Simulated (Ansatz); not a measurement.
# FH5OSn: the cost of one run

The runs use Ansatz 0.2.0, Gaussian basis; PBE0-D4/def2-SVP.

22 further runs of the same task are left out: 22 set aside as unsound or not needed.

## 1. Where the work starts

The first end: 8 atoms, charge 0, spin multiplicity 1.

Atoms are counted from 1 here; the program's logs count them from 0.

Bond lengths: Sn1–O2 1.998 Å, Sn1–H3 1.701 Å, Sn1–H4 1.705 Å, Sn1–H5 1.692 Å, O2–H8 0.959 Å, H6–F7 0.953 Å. Angles: O2–Sn1–H3 107.1°, O2–Sn1–H4 105.4°, O2–Sn1–H5 102.4°, H3–Sn1–H4 112.2°, H3–Sn1–H5 114.5°, H4–Sn1–H5 114.1°, Sn1–O2–H8 114.8°.

Coordinates:

```
atom     x (Å)     y (Å)     z (Å)
 Sn1   0.18760  -1.02274   0.39802
  O2   0.56198   0.66293  -0.60711
  H3  -1.32905  -1.59062  -0.12367
  H4   1.45144  -2.08748  -0.01970
  H5   0.22751  -0.50270   2.00803
  H6  -0.54047   1.74663  -0.22527
  F7  -1.27392   2.24927   0.11657
  H8   0.71500   0.54481  -1.54687
```

The second end:

```xyz
8
charge 0, multiplicity 1
Sn   -0.4437   -0.8908    0.6457
O     1.0845    1.3332   -0.6331
H    -1.7220   -1.8748    1.2078
H     0.4979   -1.6864   -0.5213
H     0.3852   -0.1157    1.9032
H     0.1484    1.5027   -0.8060
F    -1.4463    0.4883   -0.3010
H     1.4962    1.2436   -1.4952
```

## 2. The band at PBE0-D4/def2-SVP

neb/in.yaml reads:

```yaml
crystal:
  periodic: [false, false, false]
  atoms:
    - {symbol: Sn, position_ang: [0.187605, -1.022742, 0.398024]}
    - {symbol: O, position_ang: [0.561984, 0.662932, -0.607109]}
    - {symbol: H, position_ang: [-1.329049, -1.590618, -0.123669]}
    - {symbol: H, position_ang: [1.451437, -2.087484, -0.019700]}
    - {symbol: H, position_ang: [0.227513, -0.502704, 2.008027]}
    - {symbol: H, position_ang: [-0.540473, 1.746635, -0.225271]}
    - {symbol: F, position_ang: [-1.273918, 2.249271, 0.116567]}
    - {symbol: H, position_ang: [0.715001, 0.544810, -1.546868]}
basis:
  gaussian: {orbitals: def2-SVP}
hamiltonian: {xc: pbe0, dispersion: d4}
neb:
  images: 5
  climbing: true
  max_iterations: 40
  initial_path: idpp
  final_atoms:
    - {symbol: Sn, position_ang: [-0.443704, -0.890754, 0.645669]}
    - {symbol: O, position_ang: [1.084485, 1.333219, -0.633134]}
    - {symbol: H, position_ang: [-1.722049, -1.874850, 1.207777]}
    - {symbol: H, position_ang: [0.497887, -1.686411, -0.521349]}
    - {symbol: H, position_ang: [0.385247, -0.115700, 1.903209]}
    - {symbol: H, position_ang: [0.148397, 1.502705, -0.806004]}
    - {symbol: F, position_ang: [-1.446347, 0.488277, -0.300967]}
    - {symbol: H, position_ang: [1.496183, 1.243614, -1.495203]}
```

Launch:

```console
ansatz run in.yaml --threads 4 --pin off --events-out ev --progress --plain --max-ram 9574MiB
```

**Question.** How long does this run take on 4 threads of Intel Xeon, shared host?

About 1.9 min.
